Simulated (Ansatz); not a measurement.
# SiC (wurtzite type): a relaxation

The task is a relaxation on SiC (wurtzite type). The structure is shown as the input types it.

Program: Ansatz 0.2.0. Level of theory: DFT, PBE, PAW with Ansatz's default frozen-core files, scalar-relativistic. These are calculated values, not measurements.

## 1. The structure to begin with

The structure is hexagonal, space group P6_3mc (No. 186). The conventional cell has a = 3.060 Å, b = 3.060 Å, c = 4.988 Å, α = 90.00°, β = 90.00°, γ = 120.00°. Si (site symmetry 3m) is surrounded by 4 C at 1.87 to 1.88 Å. C (site symmetry 3m) has 4 Si at 1.87 to 1.88 Å as nearest neighbours.

As a file:

```xyz
4
Lattice="3.0603 0.0000 0.0000 -1.5302 2.6503 0.0000 0.0000 0.0000 4.9883" Properties=species:S:1:pos:R:3 pbc="T T T"
Si    0.0000    1.7669    0.0000
Si    1.5302    0.8834    2.4942
C     0.0000    1.7669    1.8756
C     1.5302    0.8834    4.3698
```

## 2. The calculation

File input.yaml:

```yaml
crystal:
  lattice:
    - [3.0603147428, 0.0, 0.0]
    - [-1.5301573714, 2.6503103108, 0.0]
    - [0.0, 0.0, 4.9883130308]
  atoms:
    - { symbol: Si, position: [0.3333333333, 0.6666666667, 0.0] }
    - { symbol: Si, position: [0.6666666667, 0.3333333333, 0.5] }
    - { symbol: C, position: [0.3333333333, 0.6666666667, 0.376] }
    - { symbol: C, position: [0.6666666667, 0.3333333333, 0.876] }
kpoints:
  mp_grid: { grid: [12, 12, 7] }
scf:
  occupations: { method: fermi_dirac, width: 1.0 }
  max_iter: 100
hamiltonian:
  xc: pbe
  pseudopotentials: { kind: paw }
output:
  forces: true
  stress: true
relax:
  f_tol: 0.005
  max_steps: 40
  cell: {}
```

On the command line:

```
> ansatz run input.yaml --threads 3 --pin off --max-ram 8192MiB --backend cpu --events-out ev --progress --plain --runs-dir out
```

Log, shortened:

```text
[...]
band count auto-derived: 17 (N_el = 16.0; filled up to band 8; 12 by the electrons, moments and atoms)
[...]
Pseudopotentials: kind: paw
Pseudopotential: Si, paw, valence charge 4, recommended cutoff 420 eV (normal)
Pseudopotential: C, paw, valence charge 4, recommended cutoff 420 eV (normal)
Functional definition: PBE
[...]
Crystal: 4 atoms, lattice volume = 40.459 Å³
Basis set: ecut = 420 eV, 785 PW (Γ), exchange–correlation on 48×48×72 points (8 copies of the dense FFT grid, shifted against one another)
Bands: 17, of which v1, the nominal top of the filled ones, is band 8 counted from 1 (7 counted from 0)
Symmetry: 12 space group operations
Space group: P63mc (ITA 186), of the structure as read, at distance tolerance 3.4e-5 Å
k-points: 76 of 1008 (time reversal used)
[...]
SCF iter   1: F=—  HF=-1774.756601 eV  |F-HF|=—  |Δ(HF+E_count)|=         —  Δρ=9.11e-3  dr2=4.30e-2  ethr=1.77e-3  ⟨swp⟩=5.1  Hψ=7345  notcnv=0
[...]
relax step   1: F+E_penalty+E_count = -1774.74752633 eV  Δ(F+E_penalty+E_count) = +0.000e0 eV  max|allowed force component| = 7.152e-2 eV/Å  Δτ_max = 0.0000 Å  P = +11.316 GPa  Ω = 40.459 Å³  (6 SCF iters, dr2 threshold 1.00e-7 eV, accepted)
[...]
E sigma→0 (E₀):  -1773.854576 eV
Entropy (-TS):   -1.939090 eV (-484.773 meV/atom)
Fermi energy:    10.612661 eV
[...]
--- Forces (eV/Å), atoms counted from 1 ---
  atom   1  Si     0.00000000    -0.00000000    -0.00001995
  atom   2  Si     0.00000000     0.00000000    -0.00001995
  atom   3  C      0.00000000    -0.00000000     0.00002022
  atom   4  C      0.00000000     0.00000000     0.00002022
[...]
--- Stress (GPa, compression-positive) ---
        0.005357       0.000000       0.000000
       -0.000000       0.005357       0.000000
        0.000000       0.000000       0.007979
  P = ⅓ Tr σ = 0.0062 GPa (0.062 kbar)
--- Band table (eV; the first three rows and the last of 76) ---
  k-point 0: bands = ["-6.1387", "-2.7122", "0.6423", "7.8955", "7.8955", "8.9742", "9.1746", "9.1746", "13.8031", "15.0092", "15.7606", "15.7606", "16.7186", "18.0073", "18.0073", "20.1908", "20.5213"]
[...]
--- Relaxed structure (6 steps of the walk, 6 accepted, 2 SCFs on fresh bases) ---
  F+E_penalty+E_count = -1774.82412082 eV   max|allowed force component| = 2.009e-5 eV/Å   (the final SCF, on the basis selected at the relaxed cell)
  cell:  # Å, volume = 42.6136 Å³
    - [3.1035164933588946, 0.0, 7.868933051667451e-35]
    - [-1.5517582466794473, 2.687724124312802, -3.9344665258337253e-35]
    - [1.5158426487938304e-34, 4.66413122705794e-35, 5.108693836945523]
  atoms:
    - { symbol: Si, position: [0.33333333333333337, 0.6666666666666667, 0.0011127005365361114] }
    - { symbol: Si, position: [0.6666666666666666, 0.33333333333333337, 0.5011127005365361] }
    - { symbol: C, position: [0.33333333333333337, 0.6666666666666667, 0.37488729946346394] }
    - { symbol: C, position: [0.6666666666666666, 0.33333333333333337, 0.8748872994634639] }
```

It took 9 s on 3 threads of Intel Xeon 6975P-C (Granite Rapids), shared host; peak memory 0.41 GiB.

## 3. Can this be trusted?

The run converged and reported no error. That alone doesn't make the input a sound one.

In the input, scf.occupations.width is 1.0. A smearing of this width stands for electrons at many thousands of kelvin; it empties bonding states and fills antibonding ones. A Fermi-Dirac width of 1 eV is an electron temperature of 11600 K.

Run again and compare: set scf.occupations.width to 0.02.

## 4. Second run, to compare

Besides the cure, the input differs in scf.max_iter.

input.yaml: that of step 2 with these lines changed.

```diff
@@ -13,4 +13,3 @@
 scf:
-  occupations: { method: fermi_dirac, width: 1.0 }
-  max_iter: 100
+  occupations: { method: fermi_dirac, width: 0.02 }
 hamiltonian:
```

On the command line:

```
> ansatz run input.yaml --threads 3 --pin off --max-ram 8192MiB --backend cpu --events-out ev --progress --plain --runs-dir out
```

The main lines of its log:

```text
[...]
Basis set: ecut = 420 eV, 785 PW (Γ), exchange–correlation on 48×48×72 points (8 copies of the dense FFT grid, shifted against one another)
[...]
k-points: 76 of 1008 (time reversal used)
[...]
SCF iter   1: F=—  HF=-1774.266426 eV  |F-HF|=—  |Δ(HF+E_count)|=         —  Δρ=2.40e-3  dr2=2.36e-3  ethr=1.77e-3  ⟨swp⟩=5.9  Hψ=6297  notcnv=0
preconditioner: auto → none  [insulator: Δε(μ)=2.250 eV  Ē_g=12.070 eV  σ=0.020 eV  W_gap=1.00  n_scr=2 (ndim 8)  ℏωp=23.4 eV  f_vac=0.000  D(μ)=0.00/eV (n_scr^D=0)  ε∞_Penn≈4.7]
SCF iter   2: F=—  HF=-1774.266426 eV  |F-HF|=—  |Δ(HF+E_count)|=   8.63e-8  Δρ=8.66e-4  dr2=1.65e-4  ethr=1.48e-5  ⟨swp⟩=2.4  Hψ=2402  notcnv=0
[...]
relax step   1: F+E_penalty+E_count = -1774.26650103 eV  Δ(F+E_penalty+E_count) = +0.000e0 eV  max|allowed force component| = 5.689e-2 eV/Å  Δτ_max = 0.0000 Å  P = +8.636 GPa  Ω = 40.459 Å³  (6 SCF iters, dr2 threshold 1.00e-7 eV, accepted)
[...]
relax step   2: F+E_penalty+E_count = -1774.29777431 eV  Δ(F+E_penalty+E_count) = -3.127e-2 eV  max|allowed force component| = 7.980e-2 eV/Å  Δτ_max = 0.0028 Å  P = +3.951 GPa  Ω = 41.255 Å³  energy of the carried Pulay correction = -1.428e-3 eV  (5 SCF iters,
[...]
Basis set: ecut = 420 eV, 809 PW (Γ), exchange–correlation on 48×48×72 points (8 copies of the dense FFT grid, shifted against one another)
[...]
relax step   3: F+E_penalty+E_count = -1774.30546179 eV  Δ(F+E_penalty+E_count) = -7.687e-3 eV  max|allowed force component| = 2.829e-2 eV/Å  Δτ_max = 0.0022 Å  P = -0.059 GPa  Ω = 41.996 Å³  energy of the carried Pulay correction = -2.733e-3 eV  (5 SCF iters,
[...]
relax step   4: F+E_penalty+E_count = -1774.30557376 eV  Δ(F+E_penalty+E_count) = -1.120e-4 eV  max|allowed force component| = 4.172e-2 eV/Å  Δτ_max = 0.0018 Å  P = +0.034 GPa  Ω = 41.980 Å³  energy of the carried Pulay correction = -2.704e-3 eV  (4 SCF iters,
[...]
relax step   5: F+E_penalty+E_count = -1774.30573393 eV  Δ(F+E_penalty+E_count) = -1.602e-4 eV  max|allowed force component| = 4.306e-3 eV/Å  Δτ_max = 0.0018 Å  P = -0.039 GPa  Ω = 41.994 Å³  energy of the carried Pulay correction = -2.729e-3 eV  (4 SCF iters,
[...]
relax step   6: F+E_penalty+E_count = -1774.30576125 eV  Δ(F+E_penalty+E_count) = -2.732e-5 eV  max|allowed force component| = 3.504e-5 eV/Å  Δτ_max = 0.0003 Å  P = -0.000 GPa  Ω = 41.986 Å³  energy of the carried Pulay correction = -2.715e-3 eV  (3 SCF iters,
[...]
relax step   7: F+E_penalty+E_count = -1774.30907781 eV  Δ(F+E_penalty+E_count) = -3.317e-3 eV  max|allowed force component| = 7.439e-7 eV/Å  Δτ_max = 0.0000 Å  P = +0.130 GPa  Ω = 41.986 Å³  stress off target by 1.54e-1 GPa  SCF on the basis re-selected at th
[...]
relax step   8: F+E_penalty+E_count = -1774.30904392 eV  Δ(F+E_penalty+E_count) = +3.388e-5 eV  max|allowed force component| = 3.753e-5 eV/Å  Δτ_max = 0.0000 Å  P = +0.004 GPa  Ω = 42.011 Å³  energy of the carried Pulay correction = -4.445e-5 eV  (3 SCF iters,
[...]
SCF iter   5: F=-1774.309094 eV  HF=-1774.309094 eV  |F-HF|=1.36e-12  |Δ(HF+E_count)|=  7.28e-12  Δρ=1.97e-7  dr2=9.00e-12  ethr=1.00e-12  ⟨swp⟩=4.3  Hψ=3082  notcnv=0
[...]
relax step   9: F+E_penalty+E_count = -1774.30909414 eV  Δ(F+E_penalty+E_count) = -5.021e-5 eV  max|allowed force component| = 4.069e-5 eV/Å  Δτ_max = 0.0000 Å  P = +0.005 GPa  Ω = 42.011 Å³  stress off target by 5.05e-3 GPa  SCF on the basis re-selected at th
[...]
SCF converged after 5 iterations
Free energy (F): -1774.309094 eV
[...]
E sigma→0 (E₀):  -1774.309094 eV
Fermi energy:    10.590432 eV
[...]
  P = ⅓ Tr σ = 0.0047 GPa (0.047 kbar)
--- Relaxed structure (7 steps of the walk, 7 accepted, 2 SCFs on fresh bases) ---
[...]
```

Run time: 6.4 s. Hardware: 3 threads of Intel Xeon 6975P-C (Granite Rapids), shared host; peak memory 0.39 GiB.

```tsv
run	ending	energy change	pressure (GPa)	gap (eV)	force (eV/Å)	cycles	time
first try	converged	+113.6 meV/atom (σ→0)	0.0	2.33	0.00	50	9 s
second try	converged	0	0.0	2.31	0.00	40	6.4 s
```

## 5. Summary of results

| quantity | value |
| --- | --- |
| first try | converged |
| fault in the input | smearing far too wide |
| second try | converged |
| energy (zero set by the potentials) | -1774.3091 eV |
| pressure | 0.00 GPa |
| gap on the mesh | 2.31 eV |
| largest force | 0.000 eV/Å |

What this shows: Both runs converge, but the first lies +113.6 meV/atom from the second (σ→0 energies, a poor extrapolation at such a width); on mending, the gap on the mesh goes from 2.33 to 2.31 eV, the final volume goes from 42.61 to 42.01 Å³. The second, on usual settings, is the one to trust of the two, though its own convergence isn't tested here.
